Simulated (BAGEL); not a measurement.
**CHFNSi (SMILES N#C[SiH]F): UHF/6-31G(d) (density fitting with qzvpp-jkfit, spherical functions)**

What is the vertical electron affinity of CHFNSi at UHF/6-31G* (density fitting with qzvpp-jkfit, spherical functions)? 

The results are computed with BAGEL 1.2.2.

7 further runs of the same task are left out: 6 that didn't finish, 1 set aside as unsound or not needed. Runs told in other sessions of the task aren't counted.

### Step 1. The structure to begin with

CHFNSi has 5 atoms, charge 0, and is taken as a doublet. As SMILES, `N#C[SiH]F`. The coordinates come from a PBE0-D4/def2-TZVP relaxation.

Bond lengths: N1–C2 1.154 Å, C2–Si3 1.837 Å, Si3–F4 1.591 Å, Si3–H5 1.482 Å. Angles: N1–C2–Si3 173.9°, C2–Si3–F4 108.1°, C2–Si3–H5 109.3°, F4–Si3–H5 109.8°.

### Step 2. The energy at UHF/6-31G(d) (density fitting with qzvpp-jkfit, spherical functions)

input.json reads:

```json
{ "bagel": [

{
  "title": "molecule",
  "basis": "6-31gs.json",
  "df_basis": "qzvpp-jkfit",
  "angstrom": true,
  "geometry": [
    { "atom": "N", "xyz": [    1.347400,   -1.164000,    1.391300 ] },
    { "atom": "C", "xyz": [    0.713800,   -0.590000,    0.616200 ] },
    { "atom": "Si", "xyz": [   -0.146100,    0.297600,   -0.743500 ] },
    { "atom": "F", "xyz": [   -1.590300,   -0.347100,   -0.917700 ] },
    { "atom": "H", "xyz": [   -0.274900,    1.730000,   -0.387600 ] }
  ]
},
{ "title": "uhf", "nopen": 1 },
{ "title": "print", "file": "orbitals.molden", "orbitals": true }

]}
```

The basis set 6-31G* is read from a file made from the Basis Set Exchange's data (not shown).

Command:

```console
BAGEL_NUM_THREADS=1 BAGEL input.json > input.out
```

Output:

```text
* using 1 threads per process

  ===============================================================
  ===============================================================

  *** Geometry ***

  { "atom" : "N", "xyz" : [      2.546217,     -2.199641,      2.629176 ] },
  { "atom" : "C", "xyz" : [      1.348887,     -1.114938,      1.164449 ] },
  { "atom" : "Si", "xyz" : [     -0.276089,      0.562382,     -1.405011 ] },
  { "atom" : "F", "xyz" : [     -3.005231,     -0.655924,     -1.734202 ] },
  { "atom" : "H", "xyz" : [     -0.519486,      3.269226,     -0.732458 ] },

  Number of auxiliary basis functions:      375

  Since a DF basis is specified, we compute 2- and 3-index integrals:
    o Being stored without compression. Storage requirement is 0.012 GB

  Number of basis functions:       62
  Number of electrons      :       37

    * METHOD: MOLECULE                             0.13

  *** Open-shell HF ***

  === Nuclear Repulsion ===
   130.7648012512

      * DIIS with orbital gradients will be used.

  === UHF iteration (6-31gs.json) ===
      0       -480.93371911          0.06230009           0.06
      1       -481.06195565          0.05741817           0.06
      2       -481.10870409          0.05079061           0.07
      3       -481.26502359          0.00391157           0.06
      4       -481.26671887          0.00155844           0.06
      5       -481.26719711          0.00044297           0.06
      6       -481.26729894          0.00014771           0.06
      7       -481.26734579          0.00007342           0.07
      8       -481.26739144          0.00004476           0.06
      9       -481.26742238          0.00003897           0.06
     10       -481.26745118          0.00003516           0.06
     11       -481.26752221          0.00002699           0.06
     12       -481.26757704          0.00002109           0.06
     13       -481.26762915          0.00001464           0.06
     14       -481.26766512          0.00000810           0.06
     15       -481.26768135          0.00000483           0.06
     16       -481.26768564          0.00000410           0.06
     17       -481.26769574          0.00000357           0.06
     18       -481.26770415          0.00000315           0.06
     19       -481.26770738          0.00000295           0.06
     20       -481.26771244          0.00000275           0.06
     21       -481.26771399          0.00000271           0.06
     22       -481.26771372          0.00000268           0.06
     23       -481.26771320          0.00000270           0.06
     24       -481.26771396          0.00000266           0.06
     25       -481.26771622          0.00000256           0.06
     26       -481.26771879          0.00000228           0.06
     27       -481.26771968          0.00000183           0.06
     28       -481.26771972          0.00000154           0.06
     29       -481.26771980          0.00000129           0.06
     30       -481.26771981          0.00000091           0.06
     31       -481.26771983          0.00000042           0.06
     32       -481.26771983          0.00000027           0.06
     33       -481.26771983          0.00000017           0.06
     34       -481.26771982          0.00000007           0.06
     35       -481.26771982          0.00000007           0.06
     36       -481.26771982          0.00000006           0.06
     37       -481.26771983          0.00000004           0.06
     38       -481.26771983          0.00000003           0.06
     39       -481.26771983          0.00000001           0.06
     40       -481.26771983          0.00000001           0.06
    * SCF iteration converged.

    * S^2 (UHF) is 0.7983

    * Permanent dipole moment:
           (    0.107160,    -0.844645,     0.899473) a.u.

    * METHOD: UHF                                  2.66

    * METHOD: PRINT                                0.01

  ===============================================================
```

Run time: 2.9 s. Hardware: 1 thread of Arm Neoverse V1, shared host.

### Step 3. The singlet anion, same level

hf.json reads:

```json
{ "bagel": [

{
  "title": "molecule",
  "basis": "6-31gs.json",
  "df_basis": "qzvpp-jkfit",
  "angstrom": "true",
  "geometry": [
    { "atom": "N", "xyz": [       1.347400,      -1.164000,       1.391300 ] },
    { "atom": "C", "xyz": [       0.713800,      -0.590000,       0.616200 ] },
    { "atom": "Si", "xyz": [      -0.146100,       0.297600,      -0.743500 ] },
    { "atom": "F", "xyz": [      -1.590300,      -0.347100,      -0.917700 ] },
    { "atom": "H", "xyz": [      -0.274900,       1.730000,      -0.387600 ] }
  ]
},

{ "title": "hf", "charge": -1 },

{ "title": "print", "file": "orbitals.molden", "orbitals": "true" }

]}
```

The basis set 6-31G* is read from a file made from the Basis Set Exchange's data (not shown).

Command:

```console
BAGEL_NUM_THREADS=1 BAGEL hf.json > hf.out
```

Output:

```text
* using 1 threads per process

  ===============================================================
  ===============================================================

  *** Geometry ***

  { "atom" : "N", "xyz" : [      2.546217,     -2.199641,      2.629176 ] },
  { "atom" : "C", "xyz" : [      1.348887,     -1.114938,      1.164449 ] },
  { "atom" : "Si", "xyz" : [     -0.276089,      0.562382,     -1.405011 ] },
  { "atom" : "F", "xyz" : [     -3.005231,     -0.655924,     -1.734202 ] },
  { "atom" : "H", "xyz" : [     -0.519486,      3.269226,     -0.732458 ] },

  Number of auxiliary basis functions:      375

  Since a DF basis is specified, we compute 2- and 3-index integrals:
    o Being stored without compression. Storage requirement is 0.012 GB

  Number of basis functions:       62
  Number of electrons      :       37

    * METHOD: MOLECULE                             0.13

  *** RHF ***

  === Nuclear Repulsion ===
   130.7648012512

      * DIIS with orbital gradients will be used.

  === RHF iteration (6-31gs.json) ===
      0       -480.97738889          0.02961493           0.03
      1       -481.12181706          0.02520712           0.03
      2       -481.27846396          0.00317585           0.03
      3       -481.28238893          0.00152659           0.03
      4       -481.28337245          0.00030031           0.03
      5       -481.28344759          0.00014595           0.03
      6       -481.28346583          0.00005943           0.03
      7       -481.28347022          0.00002269           0.03
      8       -481.28347072          0.00001309           0.03
      9       -481.28347089          0.00000657           0.03
     10       -481.28347096          0.00000269           0.03
     11       -481.28347096          0.00000139           0.03
     12       -481.28347097          0.00000047           0.03
     13       -481.28347097          0.00000021           0.03
     14       -481.28347097          0.00000009           0.03
     15       -481.28347097          0.00000004           0.03
     16       -481.28347097          0.00000002           0.03
     17       -481.28347097          0.00000001           0.03
     18       -481.28347097          0.00000001           0.03
    * SCF iteration converged.

    * Permanent dipole moment:
           (    0.858149,    -0.230072,    -0.351239) a.u.

    * METHOD: HF                                   0.69

    * METHOD: PRINT                                0.01

  ===============================================================
```

It took 0.95 s on 1 thread of Arm Neoverse V1, shared host.

### Step 4. Results

Level: UHF/6-31G* (density fitting with qzvpp-jkfit, spherical functions).

| quantity | value |
| --- | --- |
| doublet CHFNSi: total energy | -481.26772 Eh |
| doublet CHFNSi: dipole moment | 3.15 D |
| doublet CHFNSi: ⟨S²⟩ | 0.798 |
| singlet anion: total energy | -481.28347 Eh |
| singlet anion: HOMO energy | -1.37 eV |
| singlet anion: LUMO energy | 8.41 eV |
| singlet anion: HOMO–LUMO gap (to an unbound level, set by the basis) | 9.78 eV |
| vertical electron affinity (to the singlet anion) | 0.429 eV |

**Reading.** At fixed nuclei the extra electron is bound by 0.43 eV (9.9 kcal/mol). The basis has no diffuse functions, so the error can be as large as this value.
